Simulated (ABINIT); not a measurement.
# HPbNO4 (P1) in ABINIT: convergence with k mesh

Aim: find how far k mesh must go before the results for HPbNO4 settle, at PBE. This setting moves, with any that are tied to it; all else stays.

Everything below comes from runs of ABINIT 10.8.3 (patched build). Logs are shortened: lines on timing, memory, paths and dates and some standing lists are left out, and cuts for length are marked. The log counts tension as positive stress, the text compression.

## Step 1: The structure

The typed cell holds 7 atoms: a = 3.857 Å, b = 4.338 Å, c = 5.984 Å, α = 81.87°, β = 83.26°, γ = 87.68°.

The cell was built by a generator and needn't be a form met in nature.

## Step 2: With k mesh 1 × 1 × 1

Input file run.abi:

```
# Pseudopotentials
pp_dirpath "./"
pseudos "H.GGA_PBE-ansatz.xml, Pb.GGA_PBE-ansatz.xml, N.GGA_PBE-ansatz.xml, O.GGA_PBE-ansatz.xml"

# Structure
acell 3.857243867 4.3378635907 5.9843746639 Angstrom
rprim
     0.9999549245     0.0004614694    -0.0094834554
     0.0400035631     0.9991923235    -0.0037967999
     0.1266682055     0.1401533238     0.9819939977
ntypat 4
znucl 1 82 7 8
natom 7
typat 1 2 3 4 4 4 4
xred
     0.6151100000     0.8955900000     0.1984400000
     0.6459700000     0.4465100000     0.9168500000
     0.7147400000     0.2381000000     0.5005800000
     0.1695800000     0.4700700000     0.7776800000
     0.6291900000     0.9704500000     0.4984500000
     0.5642400000     0.9258300000     0.0384900000
     0.7802200000     0.4225000000     0.3195100000
chkprim 0
chksymtnons 0
tolsym 1.0e-6

# Plane-wave basis
ecut 16.0
pawecutdg 32.0
pawxcdev 0
pawovlp -1

# k points
kptopt 1
ngkpt 1 1 1
nshiftk 1
shiftk 0.0 0.0 0.0

# Exchange and correlation
ixc 11

# Bands and occupations
nband 27
occopt 3
tsmear 0.05 eV

# SCF cycle
nstep 100
tolvrs 1.0e-9

# Output
iomode 3
prtwf 0
prtden 0
prteig 0
prtebands 0
enunit 1
```

Potentials or basis: Ansatz PAW PBE default generated set, frozen core.

On the command line:

```bash
> abinit run.abi > log 2>&1
```

Wall time 94 s (1 thread of AMD EPYC 7R43 (Zen 3), shared host); peak memory 0.29 GiB.

It converged, with:

* Free energy: -3705.3078 eV
* Pressure: 6.8 GPa
* Largest force: 2.282 eV/Å
* Band gap on the k mesh: 1.27 eV, direct

## Step 3: With k mesh 2 × 1 × 1

run.abi, as its differences from that of step 2:

```diff
@@ -34,3 +34,3 @@
 kptopt 1
-ngkpt 1 1 1
+ngkpt 2 1 1
 nshiftk 1
```

Potentials or basis: Ansatz PAW PBE default generated set, frozen core.

On the command line:

```bash
> mpirun --bind-to none -np 2 abinit run.abi > log 2>&1
```

Wall time 67 s (2 MPI ranks of AMD EPYC 7R43 (Zen 3), shared host); peak memory 0.48 GiB.

It converged, with:

```
Free energy            : -3706.5388 eV
Pressure               : 1.9 GPa
Largest force          : 1.583 eV/Å
Band gap on the k mesh : 1.36 eV, indirect (least direct gap 1.52 eV)
```

## Step 4: With k mesh 2 × 2 × 2

run.abi, as its differences from that of step 3:

```diff
@@ -34,3 +34,3 @@
 kptopt 1
-ngkpt 2 1 1
+ngkpt 2 2 2
 nshiftk 1
```

On the command line:

```bash
> mpirun --bind-to none -np 4 abinit run.abi > log 2>&1
```

Run time: 54 s. Hardware: 4 MPI ranks of AMD EPYC 7R43 (Zen 3), shared host; peak memory 0.88 GiB.

Results (log left out):

| Quantity | Value |
| --- | --- |
| Free energy | -3706.8758 eV |
| Pressure | 0.1 GPa |
| Largest force | 0.320 eV/Å |
| Band gap on the k mesh | 0.32 eV, indirect (least direct gap 0.47 eV) |

## Step 5: With k mesh 3 × 2 × 2

run.abi, as its differences from that of step 4:

```diff
@@ -34,3 +34,3 @@
 kptopt 1
-ngkpt 2 2 2
+ngkpt 3 2 2
 nshiftk 1
```

On the command line:

```bash
> mpirun --bind-to none -np 4 abinit run.abi > log 2>&1
```

It took 58 s on 4 MPI ranks of AMD EPYC 7R43 (Zen 3), shared host; peak memory 0.84 GiB.

The run converged. Its results:

* Free energy: -3706.8853 eV
* Pressure: -0.2 GPa
* Largest force: 0.189 eV/Å
* Band gap on the k mesh: 0.37 eV, indirect (least direct gap 0.46 eV)

## Step 6: With k mesh 4 × 3 × 3

run.abi, as its differences from that of step 5:

```diff
@@ -34,3 +34,3 @@
 kptopt 1
-ngkpt 3 2 2
+ngkpt 4 3 3
 nshiftk 1
```

Potentials or basis: Ansatz PAW PBE default generated set, frozen core.

On the command line:

```bash
> mpirun --bind-to none -np 4 abinit run.abi > log 2>&1
```

Wall time 75 s (4 MPI ranks of AMD EPYC 7R43 (Zen 3), shared host); peak memory 0.84 GiB.

It converged, with:

```yaml
Free_energy: -3706.8044 eV
Pressure: -0.4 GPa
Largest_force: 0.033 eV/Å
Band_gap_on_the_k_mesh: 0.56 eV, indirect (least direct gap 0.93 eV)
```

## Step 7: With k mesh 4 × 4 × 4

run.abi, as its differences from that of step 6:

```diff
@@ -34,3 +34,3 @@
 kptopt 1
-ngkpt 4 3 3
+ngkpt 4 4 4
 nshiftk 1
```

On the command line:

```bash
> mpirun --bind-to none -np 4 abinit run.abi > log 2>&1
```

Run time: 95 s. Hardware: 4 MPI ranks of AMD EPYC 7R43 (Zen 3), shared host; peak memory 0.92 GiB.

It converged, with:

| Property | Result |
| --- | --- |
| Free energy | -3706.7999 eV |
| Pressure | -0.3 GPa |
| Largest force | 0.042 eV/Å |
| Band gap on the k mesh | 0.26 eV, indirect (least direct gap 0.45 eV) |

## Step 8: With k mesh 5 × 4 × 4

run.abi, as its differences from that of step 7:

```diff
@@ -34,3 +34,3 @@
 kptopt 1
-ngkpt 4 4 4
+ngkpt 5 4 4
 nshiftk 1
```

On the command line:

```bash
> mpirun --bind-to none -np 4 abinit run.abi > log 2>&1
```

Run time: 1.8 min. Hardware: 4 MPI ranks of AMD EPYC 7R43 (Zen 3), shared host; peak memory 0.92 GiB.

The run converged. Its results:

| Property | Result |
| --- | --- |
| Free energy | -3706.7952 eV |
| Pressure | -0.3 GPa |
| Largest force | 0.019 eV/Å |
| Band gap on the k mesh | 0.26 eV, indirect (least direct gap 0.45 eV) |

## Step 9: With k mesh 6 × 5 × 5

run.abi, as its differences from that of step 8:

```diff
@@ -34,3 +34,3 @@
 kptopt 1
-ngkpt 5 4 4
+ngkpt 6 5 5
 nshiftk 1
```

Potentials or basis: Ansatz PAW PBE default generated set, frozen core.

On the command line:

```bash
> mpirun --bind-to none -np 4 abinit run.abi > log 2>&1
```

It took 2.5 min on 4 MPI ranks of AMD EPYC 7R43 (Zen 3), shared host; peak memory 0.96 GiB.

The run converged. Its results:

```
Free energy            : -3706.7952 eV
Pressure               : -0.3 GPa
Largest force          : 0.012 eV/Å
Band gap on the k mesh : 0.38 eV, indirect (least direct gap 0.65 eV)
```

## Step 10: With k mesh 8 × 6 × 6

run.abi, as its differences from that of step 9:

```diff
@@ -34,3 +34,3 @@
 kptopt 1
-ngkpt 6 5 5
+ngkpt 8 6 6
 nshiftk 1
```

Potentials or basis: Ansatz PAW PBE default generated set, frozen core.

On the command line:

```bash
> mpirun --bind-to none -np 4 abinit run.abi > log 2>&1
```

run.abo:

```text
[... set-up lines left out ...]
 ETOT  1  -135.81063152013    -1.358E+02 6.292E-01 2.392E+01
 ETOT  2  -136.25273808463    -4.421E-01 7.181E-02 1.329E+01
 ETOT  3  -136.22393619108     2.880E-02 4.629E-02 1.532E+00
 ETOT  4  -136.22559930550    -1.663E-03 2.749E-02 1.807E+00
 ETOT  5  -136.22190490760     3.694E-03 1.532E-02 6.926E-02
 ETOT  6  -136.22220132418    -2.964E-04 1.283E-02 2.419E-02
 ETOT  7  -136.22219293993     8.384E-06 1.104E-02 4.661E-03
 ETOT  8  -136.22220414785    -1.121E-05 4.733E-03 9.860E-04
 ETOT  9  -136.22221644531    -1.230E-05 3.252E-03 3.007E-04
 ETOT 10  -136.22221797798    -1.533E-06 4.600E-03 1.081E-04
 ETOT 11  -136.22221848711    -5.091E-07 1.874E-03 3.017E-05
 ETOT 12  -136.22221882200    -3.349E-07 2.836E-03 3.037E-06
 ETOT 13  -136.22221886918    -4.718E-08 1.161E-03 6.437E-07
 ETOT 14  -136.22221887737    -8.188E-09 1.299E-03 1.034E-07
 ETOT 15  -136.22221887877    -1.400E-09 9.000E-04 6.509E-08
 ETOT 16  -136.22221887921    -4.428E-10 6.205E-04 8.374E-09
 ETOT 17  -136.22221887936    -1.505E-10 6.220E-04 1.985E-09
 ETOT 18  -136.22221887939    -2.706E-11 7.294E-04 3.360E-10

 At SCF step   18       nres2   =  3.36E-10 < tolvrs=  1.00E-09 =>converged.

 Cartesian components of stress tensor (hartree/bohr^3)
  sigma(1 1)=  1.18865453E-05  sigma(3 2)=  6.70952047E-07
  sigma(2 2)=  1.12557409E-05  sigma(3 1)=  9.13614187E-07
  sigma(3 3)=  1.14088568E-05  sigma(2 1)=  5.92709484E-08

--- !ResultsGS
iteration_state: {dtset: 1, }
comment   : Summary of ground state results
lattice_vectors:
- [  7.2888059,   0.0033637,  -0.0691262, ]
- [  0.3279242,   8.1907533,  -0.0311238, ]
- [  1.4324691,   1.5849700,  11.1052023, ]
lattice_lengths: [   7.28913,    8.19737,   11.30883, ]
lattice_angles: [ 81.872,  83.257,  87.679, ] # degrees, (23, 13, 12)
lattice_volume:   6.6411188E+02
convergence: {deltae: -2.706E-11, res2:  3.360E-10, residm:  7.294E-04, diffor: null, }
[... 120 lines left out ...]
psp_core            :  4.35719304797056E+00
xc_dc               : -4.75790097297520E+01
PAW spherical_terms :  7.30402418412368E+00
internal            : -1.36222161910406E+02
'-kT*entropy'       : -5.69689838803694E-05
total_energy_dc     : -1.36222218879390E+02
total_energy_dc_eV  : -3.70679541321164E+03
...

--- !EnergyTermsWithPAWCore
iteration_state     : {dtset: 1, }
comment             : 'Components of total free energy, including PAW core contributions'
Total energy        : -1.86117511930123E+04
Total energy DC     : -1.86117511907484E+04
Total energy (eV)   : -5.06451550427156E+05
Total energy DC (eV): -5.06451550365551E+05
...

 Cartesian components of stress tensor (hartree/bohr^3)
  sigma(1 1)=  1.18865453E-05  sigma(3 2)=  6.70952047E-07
  sigma(2 2)=  1.12557409E-05  sigma(3 1)=  9.13614187E-07
  sigma(3 3)=  1.14088568E-05  sigma(2 1)=  5.92709484E-08

-Cartesian components of stress tensor (GPa)         [Pressure= -3.3884E-01 GPa]
- sigma(1 1)=  3.49714237E-01  sigma(3 2)=  1.97400908E-02
- sigma(2 2)=  3.31155330E-01  sigma(3 1)=  2.68794574E-02
- sigma(3 3)=  3.35660155E-01  sigma(2 1)=  1.74381151E-03

== END DATASET(S) ==============================================================
================================================================================

 -outvars: echo values of variables after computation  --------
            acell      7.2891345095E+00  8.1973741580E+00  1.1308829150E+01 Bohr
           etotal     -1.3622221888E+02
            fcart     -4.5284495583E-05 -2.9055022779E-05 -1.6457576336E-04
                      -1.1267759008E-05  1.1409063566E-05 -3.6566857053E-05
                      -5.4186038598E-05 -1.6527781045E-04 -1.7421627161E-04
                      -1.7926496815E-05  4.5969467762E-05  2.1275493022E-05
                       6.2141339647E-05  1.3827183817E-04  8.8806260069E-05
                       3.7909249198E-05  8.7029899595E-06  1.4164112530E-04
                       2.8614201159E-05 -1.0020526221E-05  1.2363601363E-04
            rprim      9.9995492450E-01  4.6146940000E-04 -9.4834554000E-03
                       4.0003563100E-02  9.9919232350E-01 -3.7967999000E-03
                       1.2666820550E-01  1.4015332380E-01  9.8199399770E-01
           strten      1.1886545301E-05  1.1255740886E-05  1.1408856760E-05
                       6.7095204735E-07  9.1361418732E-07  5.9270948417E-08
           xangst      2.6783575333E+00  4.0493419496E+00  1.1289053815E+00
                       3.2640341933E+00  2.7054745108E+00  5.3569954445E+00
                       3.1775743619E+00  1.4531348167E+00  2.9116517432E+00
                       1.3251579478E+00  2.6900180041E+00  4.5561845522E+00
                       2.9730721149E+00  4.6254645889E+00  2.8902021571E+00
                       2.3661490312E+00  4.0461675839E+00  1.9030278435E-01
                       3.3248777454E+00  2.1006385140E+00  1.8421398334E+00
             xred      6.1511000000E-01  8.9559000000E-01  1.9844000000E-01
                       6.4597000000E-01  4.4651000000E-01  9.1685000000E-01
                       7.1474000000E-01  2.3810000000E-01  5.0058000000E-01
                       1.6958000000E-01  4.7007000000E-01  7.7768000000E-01
                       6.2919000000E-01  9.7045000000E-01  4.9845000000E-01
                       5.6424000000E-01  9.2583000000E-01  3.8490000000E-02
                       7.8022000000E-01  4.2250000000E-01  3.1951000000E-01
 Calculation completed.
```

Run time: 4 min. Hardware: 4 MPI ranks of AMD EPYC 7R43 (Zen 3), shared host; peak memory 1.2 GiB.

What came out:

* Free energy: -3706.7954 eV
* Pressure: -0.3 GPa
* Largest force: 0.013 eV/Å
* Band gap on the k mesh: 0.22 eV, indirect (least direct gap 0.34 eV)

## Step 11: Summary

```csv
k mesh,"energy less the tightest run, at zero smearing (meV/atom)",pressure (GPa),largest force (eV/Å),gap on the mesh (eV),SCF cycles,CPU time (s)
1 × 1 × 1,212.40,6.77,2.282,1.269,18,94
2 × 1 × 1,36.55,1.87,1.583,1.356,18,130
2 × 2 × 2,-11.21,0.13,0.320,0.318,18,210
3 × 2 × 2,-12.66,-0.21,0.189,0.365,18,230
4 × 3 × 3,-1.37,-0.37,0.033,0.561,18,290
4 × 4 × 4,-0.59,-0.33,0.042,0.255,18,370
5 × 4 × 4,0.07,-0.34,0.019,0.261,18,420
6 × 5 × 5,-0.01,-0.35,0.012,0.377,18,590
8 × 6 × 6,0.00,-0.34,0.013,0.221,18,940
```

Against the tightest run, the energy stays within 1 meV/atom from 4 × 4 × 4 on; the pressure stays within 0.1 GPa from 4 × 3 × 3 on; the largest force stays within 0.005 eV/Å from 6 × 5 × 5 on. Not settled before the last step: the gap on the mesh (to 0.01 eV). Meshes of other sizes hit other points, so gaps and Fermi surfaces needn't settle smoothly. The tightest run that finished is the yardstick and may itself not be fully converged.

Caveats: the atomic spheres overlap; spin-orbit coupling is left out, which as a rule narrows the gap of such compounds by several tenths of an eV.
